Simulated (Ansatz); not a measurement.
# NaSc2: the cost of one run

Method: DFT PBE, scalar-relativistic, plane waves, PAW, in Ansatz 0.2.0.

**1. The structure to begin with**

Symmetry: P6/mmm, No. 191, hexagonal system. Conventional cell: a = 4.484 Å, b = 4.484 Å, c = 3.154 Å, α = 90.00°, β = 90.00°, γ = 120.00°. Na (site symmetry 6/mmm) has 12 Sc at 3.03 Å and 2 Na at 3.15 Å as nearest neighbours. Sc (site symmetry -6m2) is surrounded by 3 Sc at 2.59 Å.

As a file:

```cif
data_structure
_symmetry_space_group_name_H-M 'P 1'
_symmetry_Int_Tables_number 1
_cell_length_a 4.4841
_cell_length_b 4.4841
_cell_length_c 3.1539
_cell_angle_alpha 90.000
_cell_angle_beta 90.000
_cell_angle_gamma 120.000
_cell_volume 54.92
loop_
_atom_site_label
_atom_site_type_symbol
_atom_site_fract_x
_atom_site_fract_y
_atom_site_fract_z
_atom_site_occupancy
Na1 Na 0.00000 0.00000 0.00000 1
Sc1 Sc 0.33333 0.66667 0.50000 1
Sc2 Sc 0.66667 0.33333 0.50000 1
```

(A quick probe on a coarse mesh, which set the mesh and smearing, is not shown.)

**3. Rough relaxation on the coarse mesh**

input.yaml reads:

```yaml
crystal:
  lattice:
    - [4.4840744015, 0.0, 0.0]
    - [-2.2420372008, 3.8833223442, 0.0]
    - [0.0, 0.0, 3.1539374057]
  atoms:
    - { symbol: Na, position: [0.0, 0.0, 0.0] }
    - { symbol: Sc, position: [0.3333333333, 0.6666666667, 0.5] }
    - { symbol: Sc, position: [0.6666666667, 0.3333333333, 0.5] }
basis:
  ecutwfc: 420
kpoints:
  mp_grid: { grid: [6, 6, 6] }
hamiltonian:
  xc: pbe
scf:
  occupations: { method: gaussian, width: 0.1 }
  lower_state_search: "off"
output:
  forces: true
  stress: true
  eigenvalues: true
relax:
  adjacent_minimum: "off"
  f_tol: 0.04
  max_steps: 70
  cell: { stress_tol: 0.4 }
```

Command:

```bash
$ ansatz run input.yaml --threads 1 --pin off --max-ram 2560MiB --backend cpu --events-out ev --progress --plain --runs-dir out
```

What time and memory should one allow on 1 thread of Arm Neoverse V2, shared host?

About 22 s, with a peak of 0.36 GiB.
